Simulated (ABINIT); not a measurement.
The system is GaF.

```
Ga F
1.0
     3.16592    0.00000    0.00000
     0.00000    3.16592    0.00000
     0.00000    0.00000    3.16592
Ga F
1 1
Direct
  0.00000 0.00000 0.00000
  0.50000 0.50000 0.50000
```

The cell was built by a generator and needn't be a form met in nature.

* Program: ABINIT 10.8.3 (patched build)
* Task: single point
* Functional: PBE
* Potentials or basis: JTH PAW PBE v2.0
* Cutoff: 626 eV
* k mesh: 8 × 8 × 8
* Occupations: fermi-dirac, width 0.05 eV
* Spin: no spin polarisation

On this cell: pressure -0.1 GPa; largest force zero by symmetry; band gap on the k mesh 0.34 eV, indirect (least direct gap 1.12 eV).

The same run follows on a disturbed copy (atoms moved at random, drawn with an rms of 0.05 Å):

```xyz
2
Lattice="3.1659 0.0000 0.0000 0.0000 3.1659 0.0000 0.0000 0.0000 3.1659" Properties=species:S:1:pos:R:3 pbc="T T T"
Ga   -0.0040    0.0182    0.0024
F     1.5286    1.5399    1.5658
```

What changes?

The energy moves by -1.5 meV/atom; pressure -0.1 GPa; largest force 0.083 eV/Å; band gap on the k mesh 0.34 eV, indirect (least direct gap 1.14 eV).

Forces on the atoms (eV/Å):
```
Ga   0.053  0.061  0.016
F   -0.053 -0.061 -0.016
```

The energy falls, though the first cell shows no forces: that form is unstable against this distortion, unless noise or another electronic state is at work.

A k mesh can miss the band edges.
